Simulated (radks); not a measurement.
# Nuclear size and the levels of Ge

The task here is to estimate one member of a computed series from the others.

Program: radks (a radial shooting solver on a logarithmic mesh, Libxc functionals) version 1. Level of theory: Dirac Kohn-Sham, BLYP, spin-unpolarised, spherical densities, finite nucleus; open shells fill j = l - 1/2 first. These are calculated values, not measurements, unless marked.

### What is computed

| Quantity | Value |
| --- | --- |
| element | germanium (Z = 32) |
| charge | 0 |
| electrons | 32 |
| configuration | [Ar] 3d10 4s2 4p2 |
| nuclear rms radius | 4.0742 fm |

The first run:

Settings of this run:

```text
Z 32
configuration [Ar] 3d10 4s2 4p2 5s0 4d0
relativity Dirac
functional b88,lyp
spin unpolarised
j_filling energy
nucleus finite rms 4.0742 fm
c 137.035999084
```

Steps of the session up to this table: rms radius 4.0742 fm.

One of the session's tables, all rows but one given; the rest of the session is left out.

It belongs to the step «rms radius 4.0742 fm». Sizes of the orbitals, from the radial functions (bohr):

| level | <r> | outermost maximum (interpolated) | 90 % within | nodes |
| --- | --- | --- | --- | --- |
| 3s1/2 | 0.6242 | 0.542 | 0.934 | 2 |
| 3p1/2 | ? | ? | ? | ? |
| 3p3/2 | 0.6506 | 0.546 | 1.00 | 1 |
| 3d3/2 | 0.7342 | 0.501 | 1.25 | 0 |
| 3d5/2 | 0.7396 | 0.504 | 1.26 | 0 |
| 4s1/2 | 2.112 | 1.73 | 3.20 | 3 |
| 4p1/2 | 2.885 | 2.18 | 4.59 | 2 |
| 4p3/2 | 2.949 | 2.22 | 4.69 | 2 |

Estimate the missing values for 3p1/2.

**Answer.** <r>: 0.6399; outermost maximum (interpolated): 0.537; 90 % within: 0.985; nodes: 1. In the column «<r>» it lies between 3s1/2 (0.6242) and 3p3/2 (0.6506).
